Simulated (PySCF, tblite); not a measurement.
# C3H6B2Cl2: infrared bands and NMR shifts

What infrared bands and NMR shifts should C3H6B2Cl2 (`B[C@@H]1C[C@@H]1B(Cl)Cl`) show?

Computed with tblite 0.8.0 and PySCF 2.14.0, with density-fitted response routines of our own, on a single molecule in the gas phase. Atoms are numbered from 0 throughout.

### Step 1. The starting structure

13 atoms, charge 0, multiplicity 1; geometry from: GFN2-xTB.

Bonds of the start (Å): B0–C1 1.54, C1–C2 1.51, C2–C3 1.50, C3–B4 1.56, B4–Cl5 1.72, B4–Cl6 1.73, C3–C1 1.56, B0–H7 1.17, B0–H8 1.17, C1–H9 1.09, C2–H10 1.08, C2–H11 1.08, C3–H12 1.09.

### Step 2. Vibrational analysis with GFN2-xTB

Job settings and geometry (Å):

```
{"job": {"kind": "ir", "xc": "GFN2-xTB", "basis": "xTB"}, "charge": 0, "multiplicity": 1}
B     -0.186170     1.758612     0.455812
C     -0.731741     0.583788    -0.380842
C     -1.122672    -0.726360     0.251153
C      0.097681    -0.713694    -0.613056
B      1.537738    -0.905793    -0.054901
Cl     1.887096    -0.964690     1.624854
Cl     2.842211    -1.137756    -1.162127
H      0.389307     1.564397     1.452146
H     -0.380374     2.854388     0.099269
H     -1.316390     0.832586    -1.260981
H     -0.972464    -0.830545     1.314942
H     -2.005941    -1.222528    -0.122211
H     -0.042669    -1.091919    -1.621786
```

**Question.** This job is followed by: GIAO PBE0/pcSseg-1 NMR shielding, non-relativistic, gas phase. What will the session give for the following? strongest single infrared mode (GFN2-xTB); zero-point energy (GFN2-xTB); 13C shifts against TMS (PBE0/pcSseg-1); 1H shifts against TMS (PBE0/pcSseg-1, means over atoms taken as alike); 11B shifts against BF3·OEt2 (PBE0/pcSseg-1); 35Cl shifts against HCl (PBE0/pcSseg-1, means over atoms taken as alike).

The runs gave:

| quantity | value |
| --- | --- |
| strongest single infrared mode (GFN2-xTB) | 816 cm⁻¹, 127 km/mol |
| zero-point energy (GFN2-xTB) | 54.6 kcal/mol |
| 13C shifts against TMS (PBE0/pcSseg-1) | 30.8, 27.0, 24.4 ppm |
| 1H shifts against TMS (PBE0/pcSseg-1, means over atoms taken as alike) | 7.57, 2.04, 1.85, 1.78, 1.65 ppm |
| 11B shifts against BF3·OEt2 (PBE0/pcSseg-1) | 85.8, 60.7 ppm |
| 35Cl shifts against HCl (PBE0/pcSseg-1, means over atoms taken as alike) | 274 ppm |

What this shows: All 33 modes are real, so the xTB geometry is a minimum. The strongest single mode, at 816 cm⁻¹, is spread over several atoms, H7, H8, B0 among them. Unscaled tight-binding wavenumbers are off by several per cent, some by more. Its intensities can rank the bands wrongly. At PBE0/pcSseg-1: Shielding is most anisotropic at Cl5, Cl6 (span 523 ppm, paramagnetic term -471 ppm).
